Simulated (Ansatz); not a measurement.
# C3H7AlSi: the cost of one run

Program: Ansatz 0.2.0. Level of theory: RKS PBE0/STO-3G. These are calculated values, not measurements.

### Step 1. The starting structure

Bond lengths: C1–C2 1.183 Å, C2–C3 1.470 Å, C3–Al4 1.971 Å, C3–Si5 1.902 Å, C1–H6 1.101 Å, C3–H7 1.055 Å, Al4–H8 1.596 Å, Al4–H9 1.652 Å, Si5–H10 1.442 Å, Si5–H11 1.488 Å, Si5–H12 1.465 Å. Angles (14 of 17 angles, heavy atoms first): C1–C2–C3 178.3°, C2–C3–Al4 109.0°, C2–C3–Si5 108.6°, Al4–C3–Si5 106.8°, C2–C1–H6 173.5°, C2–C3–H7 110.8°, Al4–C3–H7 113.3°, Si5–C3–H7 108.2°, C3–Al4–H8 119.4°, C3–Al4–H9 120.7°, C3–Si5–H10 108.9°, C3–Si5–H11 108.6°, C3–Si5–H12 109.1°, H8–Al4–H9 119.6°.

Coordinates:

```xyz
12

C    -0.2347    2.2815    1.0609
C    -0.3817    1.2943    0.4266
C    -0.5279    0.0505   -0.3432
Al   -0.8828   -1.4352    0.9019
Si    1.1276   -0.3328   -1.1973
H    -0.1999    3.2451    1.5934
H    -1.2672    0.1558   -1.0880
H    -1.0971   -2.9074    0.3239
H    -1.1257   -1.1480    2.5100
H     1.0049   -1.5751   -1.9197
H     2.1810   -0.4652   -0.1543
H     1.4805    0.7812   -2.0804
```

### Step 2. Relaxing end A

input.yaml

```yaml
crystal:
  periodic: [false, false, false]
  atoms:
    - { symbol: C, position_ang: [-0.2347, 2.2815, 1.0609] }
    - { symbol: C, position_ang: [-0.3817, 1.2943, 0.4266] }
    - { symbol: C, position_ang: [-0.5279, 0.0505, -0.3432] }
    - { symbol: Al, position_ang: [-0.8828, -1.4352, 0.9019] }
    - { symbol: Si, position_ang: [1.1276, -0.3328, -1.1973] }
    - { symbol: H, position_ang: [-0.1999, 3.2451, 1.5934] }
    - { symbol: H, position_ang: [-1.2672, 0.1558, -1.088] }
    - { symbol: H, position_ang: [-1.0971, -2.9074, 0.3239] }
    - { symbol: H, position_ang: [-1.1257, -1.148, 2.51] }
    - { symbol: H, position_ang: [1.0049, -1.5751, -1.9197] }
    - { symbol: H, position_ang: [2.181, -0.4652, -0.1543] }
    - { symbol: H, position_ang: [1.4805, 0.7812, -2.0804] }
basis:
  gaussian: { orbitals: STO-3G }
hamiltonian:
  xc: pbe0
relax:
  f_tol: 0.015
  max_steps: 40
```

Started as:

```
ansatz run input.yaml --threads 1 --pin off --max-ram 2048MiB --backend cpu --events-out ev --progress --plain --runs-dir out
```

What time and memory should one allow on 1 thread of Arm Neoverse V1, shared host?

About 98 s, with a peak of 0.12 GiB.
